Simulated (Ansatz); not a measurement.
# HfS (singlet): the correlation ladder, def2-SVP

An exercise on one series of results from a longer session: the logs are not shown, and one member is left open.

The runs use Ansatz 0.2.0, Gaussian basis; def2-SVP, core rule «outside noble gas», up to 9 orbitals frozen.

Plan: UHF; CCSD(T) on RHF; CCSD(T) on UHF; CISD; CCSDT(Q) on RHF; CCSDT(Q) on UHF; CCSDTQ on RHF; CASSCF and MRCISD+Q, 10 electrons in 10 orbitals; CASSCF and NEVPT2, 10 electrons in 10 orbitals.

8 further runs of the same task are left out: 4 for a known fault of the program, 4 set aside as unsound or not needed. Runs told in other sessions of the task aren't counted.

### The system

The geometry is a PBE0/def2-TZVP stationary point (not a proven minimum). No spin-orbit coupling is included. Elements past krypton take def2 core potentials.

2 atoms, charge 0, spin multiplicity 1.

Atoms are counted from 1 here; the program's logs count them from 0.

Bond lengths: Hf1–S2 2.164 Å.

The first run:

in.yaml reads:

```yaml
crystal:
  periodic: [false, false, false]
  atoms:
    - {symbol: Hf, position_ang: [0.000000, 0.000000, 0.000000]}
    - {symbol: S, position_ang: [0.000000, 0.000000, 2.163711]}
basis:
  gaussian: {orbitals: def2-SVP}
magnetization: {spin_polarized: true, initial_magnetization: 0}
hamiltonian: {xc: hf}
output: {orbitals: {seedname: orbitals}}
```

Run with:

```sh
> ansatz run in.yaml --threads 1 --pin off --events-out ev --progress --plain --max-ram 4096MiB --backend cpu
```

Among the steps run: UHF; CCSD(T) on RHF; CCSD(T) on UHF; CISD; CCSDT(Q) on RHF; CCSDT(Q) on UHF; CCSDTQ on RHF; CASSCF and MRCISD+Q, 10 electrons in 10 orbitals; CASSCF and NEVPT2, 10 electrons in 10 orbitals.

One table of the session follows, with a row left open; its other results are not shown here.

```
          method  from RCCSDTQ (kcal/mol)
             RHF                  +148.77
             UHF                  +146.79
            RMP2                   +17.85
            UMP2                   +21.12
           RCCSD                   +10.65
           UCCSD                   +11.48
        RCCSD(T)                    +0.96
        UCCSD(T)                    +1.79
          RCCSDT                    +0.45
          UCCSDT                    +1.10
       RCCSDT(Q)                        ?
       UCCSDT(Q)                    +0.45
         RCCSDTQ                        0
  CASSCF valence                   +96.18
  NEVPT2 valence                   +22.46
  MRCISD valence                    +8.27
MRCISD+Q valence                    +1.36
```

Estimate the missing values for RCCSDT(Q).

**Answer.** from RCCSDTQ (kcal/mol): -0.08. In the column «from RCCSDTQ (kcal/mol)» it is the lowest.

To keep in mind: Restricted and unrestricted rows rest on different reference determinants; a gap between their highest levels can come from leftover correlation error, from unlike frozen cores or from another state.
